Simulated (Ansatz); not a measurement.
**C₃H₇Si radical: small, medium and large basis sets**

An exercise on one series of results from a longer session: the logs are not shown, and one member is left open.

Method: one geometry, several basis sets; program: Ansatz 0.2.0, Gaussian basis.

Levels to be run: PBE0-D4/def2-SVP; ωB97M-V/def2-SVP; PBE0-D4/def2-QZVPP; ωB97M-V/def2-QZVPP; the functionals' def2-TZVPP values are taken from earlier runs.

**Structure used throughout**

An earlier PBE0-D4 in a triple-zeta def2 set relaxation fixed the geometry.

11 atoms, charge 0, spin multiplicity 2.

Atoms are counted from 1 here; the program's logs count them from 0.

Bond lengths: C1–C2 1.301 Å, C1–H5 1.082 Å, C2–Si3 1.880 Å, C2–H6 1.098 Å, Si3–C4 1.868 Å, Si3–H7 1.488 Å, Si3–H8 1.490 Å, C4–H9 1.092 Å, C4–H10 1.092 Å, C4–H11 1.093 Å. Angles: C2–C1–H5 140.0°, C1–C2–Si3 122.0°, C1–C2–H6 119.6°, Si3–C2–H6 118.4°, C2–Si3–C4 111.1°, C2–Si3–H7 109.4°, C2–Si3–H8 107.6°, C4–Si3–H7 110.0°, C4–Si3–H8 110.5°, H7–Si3–H8 108.1°, Si3–C4–H9 110.8°, Si3–C4–H10 110.1°, Si3–C4–H11 110.9°, H9–C4–H10 108.1°, H9–C4–H11 108.4°, H10–C4–H11 108.4°.

The first run:

The input, in.yaml:

```yaml
crystal:
  periodic: [false, false, false]
  atoms:
    - {symbol: C, position_ang: [0.862510, 1.900400, -0.586122]}
    - {symbol: C, position_ang: [-0.013707, 1.435104, 0.256102]}
    - {symbol: Si, position_ang: [0.003409, -0.357122, 0.822495]}
    - {symbol: C, position_ang: [-0.294873, -1.516717, -0.611034]}
    - {symbol: H, position_ang: [1.116793, 2.821740, -1.092669]}
    - {symbol: H, position_ang: [-0.797023, 2.097808, 0.645915]}
    - {symbol: H, position_ang: [1.311933, -0.662017, 1.461379]}
    - {symbol: H, position_ang: [-1.062184, -0.515758, 1.851173]}
    - {symbol: H, position_ang: [-1.266614, -1.324083, -1.070954]}
    - {symbol: H, position_ang: [0.475092, -1.377973, -1.373432]}
    - {symbol: H, position_ang: [-0.270034, -2.558382, -0.282252]}
basis:
  gaussian: {orbitals: def2-SVP}
magnetization: {spin_polarized: true, initial_magnetization: 1}
hamiltonian: {xc: pbe0, dispersion: d4}
output: {orbitals: {seedname: orbitals}}
```

Command:

```console
$ ansatz run in.yaml --threads 4 --pin off --events-out ev --progress --plain --max-ram 10444MiB
```

Steps of the session up to this table: PBE0-D4 in def2-SVP; ωB97M-V in def2-SVP; PBE0-D4 in def2-QZVPP; ωB97M-V in def2-QZVPP.

One of the session's tables, all rows but one given; the rest of the session is left out.

It belongs to the step «Density functionals: the series». 

| functional | basis | HOMO (eV) | LUMO (eV) |
| --- | --- | --- | --- |
| PBE0-D4 | def2-SVP | -6.46 | -1.58 |
| PBE0-D4 | def2-TZVPP | ? | ? |
| PBE0-D4 | def2-QZVPP | -6.53 | -1.82 |
| ωB97M-V | def2-SVP | -8.44 | 0.35 |
| ωB97M-V | def2-TZVPP | -8.53 | 0.00 |
| ωB97M-V | def2-QZVPP | -8.54 | -0.09 |

Q: Estimate the row for PBE0-D4, def2-TZVPP from the others.

The run gave: HOMO (eV): -6.52; LUMO (eV): -1.78. In the column «HOMO (eV)» it lies between PBE0-D4, def2-QZVPP (-6.53) and PBE0-D4, def2-SVP (-6.46).
